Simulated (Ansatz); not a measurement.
# SrBe (P1) in Ansatz: convergence with smearing width

Aim: find how far smearing width must go before the results for SrBe settle, at PBE. This setting moves, with any that are tied to it; all else stays.

Everything below comes from runs of Ansatz 0.2.0. Logs are shortened: lines on timing, memory, paths and dates and some standing lists are left out, and cuts for length are marked.

### Step 1. The cell of the first run

The typed cell holds 2 atoms: a = 3.034 Å, b = 3.034 Å, c = 4.700 Å, α = 90.00°, β = 90.00°, γ = 120.00°.

The cell was built by a generator and needn't be a form met in nature.

The cell isn't the ideal one: atoms moved at random, drawn with an rms of 0.05 Å.

### Step 2. With smearing width 0.3 eV

input.yaml reads:

```yaml
crystal:
  lattice:
    - [3.03384472, 0.0, 0.0]
    - [-1.51692236, 2.6273866, 0.0]
    - [0.0, 0.0, 4.6997881]
  atoms:
    - { symbol: Sr, position: [0.65802, 0.345686, -0.008785] }
    - { symbol: Be, position: [0.013613, 0.017642, 0.500449] }
hamiltonian:
  xc: pbe
  pseudopotentials: { kind: nc, source: spms }
kpoints:
  mp_grid: { grid: [7, 7, 4] }
scf:
  occupations: { method: gaussian, width: 0.3 }
output:
  forces: true
  stress: true
  eigenvalues: true
```

Potentials or basis: SPMS NC.

The run is started by

```console
$ ansatz run input.yaml --threads 2 --pin off --max-ram 5632MiB --backend cpu --events-out ev --progress --plain --runs-dir out
```

The log of the run:

```text
Warning: RAYON_NUM_THREADS=2 ignored (pool sized by the plan → 2); use --threads N
Engine: ansatz 0.2.0, aarch64-unknown-linux-gnu
Pseudopotentials: kind: nc
Pseudopotential: Sr, nc, valence charge 10, recommended cutoff 353.74802119784397 eV (normal), Sr.nc.azcp
Pseudopotential: Be, nc, valence charge 4, recommended cutoff 707.4960423956879 eV (normal), Be.nc.azcp
Functional definition: PBE
  parameter kappa = 0.804
  parameter beta = 0.06672455060314922
  exchange = pbe_x(kappa = kappa, mu = beta*pi^2/3)
  correlation = pbe_c(beta = beta)
Crystal: 2 atoms, lattice volume = 37.462 Å³
Basis set: ecut = 707.4960423956879 eV, 1641 PW (Γ), exchange–correlation on 54×54×90 points (8 copies of the dense FFT grid, shifted against one another)
Bands: 11, of which v1, the nominal top of the filled ones, is band 7 counted from 1 (6 counted from 0)
Symmetry: 1 space group operations
Space group: P1 (ITA 1), of the structure as read, at distance tolerance 3.3e-5 Å
k-points: 99 of 196 (time reversal used)
Non-local potential: Sr, projectors of the file, l = 0: 2, l = 1: 2, l = 2: 2
Non-local potential: Be, projectors of the file, l = 0: 2, l = 1: 2
Initial density: superposition of atomic densities (chi_scale 0.1, normalization cell, long waves kept (reshape's long-wave potential 0.00 eV rms))
Initial wavefunctions: pseudopotential atomic-orbital guess
Functional: x = pbe(κ = 0.804, μ = 0.2195149727645171), c = pbe(β = 0.06672455060314922)
SCF iter   1: F=—  HF=-1309.114718 eV  |F-HF|=—  |Δ(HF+E_count)|=         —  Δρ=3.70e-2  dr2=1.26e0  ethr=3.10e-3  ⟨swp⟩=5.2  Hψ=7207  notcnv=0
preconditioner: auto → none  [metal: Δε(μ)=0.045 eV  Ē_g=4.859 eV  σ=0.300 eV  W_gap=0.08  n_scr=2 (ndim 8)  ℏωp=12.1 eV  f_vac=0.000  D(μ)=1.60/eV (n_scr^D=22)  sad-step TF]
SCF iter   2: F=—  HF=-1308.909900 eV  |F-HF|=—  |Δ(HF+E_count)|=   2.05e-1  Δρ=1.98e-2  dr2=3.29e-1  ethr=3.10e-3  ⟨swp⟩=1.0  Hψ=1881  notcnv=0
SCF iter   3: F=—  HF=-1308.838369 eV  |F-HF|=—  |Δ(HF+E_count)|=   7.15e-2  Δρ=3.05e-3  dr2=1.54e-2  ethr=2.35e-3  ⟨swp⟩=1.5  Hψ=1170  notcnv=0
SCF iter   4: F=—  HF=-1308.835715 eV  |F-HF|=—  |Δ(HF+E_count)|=   2.65e-3  Δρ=1.31e-3  dr2=1.57e-3  ethr=1.10e-4  ⟨swp⟩=1.8  Hψ=1424  notcnv=0
SCF iter   5: F=—  HF=-1308.835386 eV  |F-HF|=—  |Δ(HF+E_count)|=   3.29e-4  Δρ=6.10e-4  dr2=1.24e-4  ethr=1.12e-5  ⟨swp⟩=2.4  Hψ=1511  notcnv=0
SCF iter   6: F=—  HF=-1308.835369 eV  |F-HF|=—  |Δ(HF+E_count)|=   1.76e-5  Δρ=2.08e-4  dr2=5.54e-6  ethr=8.86e-7  ⟨swp⟩=2.0  Hψ=1278  notcnv=0
SCF iter   7: F=—  HF=-1308.835407 eV  |F-HF|=—  |Δ(HF+E_count)|=   3.83e-5  Δρ=1.63e-5  dr2=7.13e-8  ethr=7.14e-10  ⟨swp⟩=5.6  Hψ=6828  notcnv=0
SCF iter   8: F=-1308.835407 eV  HF=-1308.835407 eV  |F-HF|=7.99e-10  |Δ(HF+E_count)|=   3.46e-8  Δρ=3.28e-6  dr2=4.22e-9  ethr=5.09e-10  ⟨swp⟩=2.2  Hψ=3934  notcnv=0
SCF 1 converged in 8 iterations: F = -1308.835407 eV  dr2 = 4.22e-9
SCF converged after 8 iterations
Free energy (F): -1308.835407 eV
Harris-Foulkes:  -1308.835407 eV  (|F-HF|=7.99e-10)
Internal energy: -1308.763784 eV  (E = F + TS)
E sigma→0 (E₀):  -1308.799595 eV
Entropy (-TS):   -0.071623 eV (-35.812 meV/atom)
Fermi energy:    9.740713 eV
--- Per-component energies (eV) ---
  E_band       = -247.334604
  E_kinetic    = 430.421769
  E_local      = -568.450575  (includes V_loc(G=0)·N_el)
  E_nonlocal   = -240.285389
  E_hartree    = 190.638808
  E_xc         = -295.202130
  E_vxc        = -250.298457  (∫ρ·V_xc dr)
  E_ewald      = -825.886267
  E_smearing   = -0.071623  (= −TS)
  E_closure    = -0.000000  (closes the sum)
  Σ components = -1308.835407   (vs F -1308.835407, Δ=0.00e0)
--- Forces (eV/Å), atoms counted from 1 ---
  atom   1  Sr     0.10112203     0.03094973     0.24728322
  atom   2  Be    -0.10112327    -0.03095050    -0.24728696
  max |Σ_I F_I| component: 3.74e-6 eV/Å
--- Stress (GPa, compression-positive) ---
       18.633923       1.115629       0.089631
        1.115629      18.151699       0.025153
        0.089631       0.025153      13.705314
  P = ⅓ Tr σ = 16.8303 GPa (168.303 kbar)
--- Band table (eV; the first three rows and the last of 99) ---
  k-point 0: bands = ["-90.9284", "-25.8103", "-7.7824", "-6.4521", "-6.4450", "3.7812", "9.4012", "10.7059", "13.5452", "13.5787", "17.9580"]
  k-point 1: bands = ["-90.9283", "-25.8094", "-7.8334", "-6.4511", "-6.4439", "4.4055", "8.3600", "11.0364", "13.6479", "13.6712", "17.1538"]
  k-point 2: bands = ["-90.9284", "-25.8084", "-7.8831", "-6.4502", "-6.4429", "5.5019", "6.9954", "11.2293", "13.7630", "13.7748", "16.6771"]
  k-point 98: bands = ["-90.9281", "-25.3413", "-8.7596", "-7.3084", "-7.2636", "6.6892", "9.2747", "10.5527", "11.7813", "13.1476", "15.1584"]
```

Wall time 3.5 s (2 threads of Arm Neoverse V2, shared host); peak memory 0.33 GiB.

What came out:

| Property | Result |
| --- | --- |
| Free energy | -1308.8354 eV |
| Pressure | 16.8 GPa |
| Largest force | 0.269 eV/Å |
| Band gap on the k mesh | none (metal or under the smearing width) |

### Step 3. With smearing width 0.2 eV

input.yaml: that of step 2 with these lines changed.

```diff
@@ -14,3 +14,3 @@
 scf:
-  occupations: { method: gaussian, width: 0.3 }
+  occupations: { method: gaussian, width: 0.2 }
 output:
```

Potentials or basis: SPMS NC.

The run is started by

```console
$ ansatz run input.yaml --threads 2 --pin off --max-ram 5632MiB --backend cpu --events-out ev --progress --plain --runs-dir out
```

Run time: 3.6 s. Hardware: 2 threads of Arm Neoverse V2, shared host; peak memory 0.33 GiB.

What came out:

| Item | Value |
| --- | --- |
| Free energy | -1308.8151 eV |
| Pressure | 16.8 GPa |
| Largest force | 0.265 eV/Å |
| Band gap on the k mesh | none (metal or under the smearing width) |

### Step 4. With smearing width 0.15 eV

input.yaml: that of step 3 with these lines changed.

```diff
@@ -14,3 +14,3 @@
 scf:
-  occupations: { method: gaussian, width: 0.2 }
+  occupations: { method: gaussian, width: 0.15 }
 output:
```

The run is started by

```console
$ ansatz run input.yaml --threads 2 --pin off --max-ram 5632MiB --backend cpu --events-out ev --progress --plain --runs-dir out
```

Run time: 3.2 s. Hardware: 2 threads of Arm Neoverse V2, shared host; peak memory 0.33 GiB.

What came out:

```
Free energy            : -1308.8072 eV
Pressure               : 16.8 GPa
Largest force          : 0.260 eV/Å
Band gap on the k mesh : none (metal or under the smearing width)
```

### Step 5. With smearing width 0.1 eV

input.yaml: that of step 4 with these lines changed.

```diff
@@ -14,3 +14,3 @@
 scf:
-  occupations: { method: gaussian, width: 0.15 }
+  occupations: { method: gaussian, width: 0.1 }
 output:
```

The run is started by

```console
$ ansatz run input.yaml --threads 2 --pin off --max-ram 5632MiB --backend cpu --events-out ev --progress --plain --runs-dir out
```

It took 3.1 s on 2 threads of Arm Neoverse V2, shared host; peak memory 0.33 GiB.

Results:

```yaml
Free_energy: -1308.8005 eV
Pressure: 16.7 GPa
Largest_force: 0.255 eV/Å
Band_gap_on_the_k_mesh: none (metal or under the smearing width)
```

### Step 6. With smearing width 0.05 eV

input.yaml: that of step 5 with these lines changed.

```diff
@@ -14,3 +14,3 @@
 scf:
-  occupations: { method: gaussian, width: 0.1 }
+  occupations: { method: gaussian, width: 0.05 }
 output:
```

Potentials or basis: SPMS NC.

The run is started by

```console
$ ansatz run input.yaml --threads 2 --pin off --max-ram 5632MiB --backend cpu --events-out ev --progress --plain --runs-dir out
```

It took 3.2 s on 2 threads of Arm Neoverse V2, shared host; peak memory 0.33 GiB.

Results (log left out):

| Quantity | Value |
| --- | --- |
| Free energy | -1308.7953 eV |
| Pressure | 16.7 GPa |
| Largest force | 0.248 eV/Å |
| Band gap on the k mesh | none (metal or under the smearing width) |

### Step 7. With smearing width 0.025 eV

input.yaml: that of step 6 with these lines changed.

```diff
@@ -14,3 +14,3 @@
 scf:
-  occupations: { method: gaussian, width: 0.05 }
+  occupations: { method: gaussian, width: 0.025 }
 output:
```

The run is started by

```console
$ ansatz run input.yaml --threads 2 --pin off --max-ram 5632MiB --backend cpu --events-out ev --progress --plain --runs-dir out
```

Run time: 3.1 s. Hardware: 2 threads of Arm Neoverse V2, shared host; peak memory 0.34 GiB.

It converged, with:

```
Free energy            : -1308.7934 eV
Pressure               : 16.7 GPa
Largest force          : 0.247 eV/Å
Band gap on the k mesh : none (metal or under the smearing width)
```

### Step 8. With smearing width 0.01 eV

input.yaml: that of step 7 with these lines changed.

```diff
@@ -14,3 +14,3 @@
 scf:
-  occupations: { method: gaussian, width: 0.025 }
+  occupations: { method: gaussian, width: 0.01 }
 output:
```

The run is started by

```console
$ ansatz run input.yaml --threads 2 --pin off --max-ram 5632MiB --backend cpu --events-out ev --progress --plain --runs-dir out
```

Run time: 3.4 s. Hardware: 2 threads of Arm Neoverse V2, shared host; peak memory 0.33 GiB.

It converged, with:

- Free energy: -1308.7927 eV
- Pressure: 16.7 GPa
- Largest force: 0.248 eV/Å
- Band gap on the k mesh: none (metal or under the smearing width)

### Step 9. With smearing width 0.005 eV

input.yaml: that of step 8 with these lines changed.

```diff
@@ -14,3 +14,3 @@
 scf:
-  occupations: { method: gaussian, width: 0.01 }
+  occupations: { method: gaussian, width: 0.005 }
 output:
```

Potentials or basis: SPMS NC.

The run is started by

```console
$ ansatz run input.yaml --threads 2 --pin off --max-ram 5632MiB --backend cpu --events-out ev --progress --plain --runs-dir out
```

Wall time 3.4 s (2 threads of Arm Neoverse V2, shared host); peak memory 0.33 GiB.

The run converged. Its results:

* Free energy: -1308.7926 eV
* Pressure: 16.6 GPa
* Largest force: 0.249 eV/Å
* Band gap on the k mesh: none (metal or under the smearing width)

### Step 10. The series at a glance

```
smearing width  energy less the tightest run, at zero smearing (meV/atom)  pressure (GPa)  largest force (eV/Å)  SCF cycles  CPU time (s)  peak memory (GiB)
        0.3 eV                                                      -3.53           16.83                 0.269           8             7               0.33
        0.2 eV                                                      -2.73           16.78                 0.265           8           7.1               0.33
       0.15 eV                                                      -1.82           16.76                 0.260           8           6.3               0.33
        0.1 eV                                                      -0.95           16.73                 0.255           8           6.2               0.33
       0.05 eV                                                      -0.29           16.72                 0.248           8           6.3               0.33
      0.025 eV                                                      -0.07           16.70                 0.247           8           6.1               0.34
       0.01 eV                                                      -0.01           16.67                 0.248           9           6.7               0.33
      0.005 eV                                                       0.00           16.64                 0.249           9           6.7               0.33
```

Against the tightest run, the energy stays within 1 meV/atom from 0.1 eV on; the pressure stays within 0.1 GPa from 0.1 eV on; the largest force stays within 0.005 eV/Å from 0.05 eV on. Narrower smearing needs a denser k mesh, so at a fixed mesh the narrowest width isn't the most accurate. The tightest run that finished is the yardstick and may itself not be fully converged.
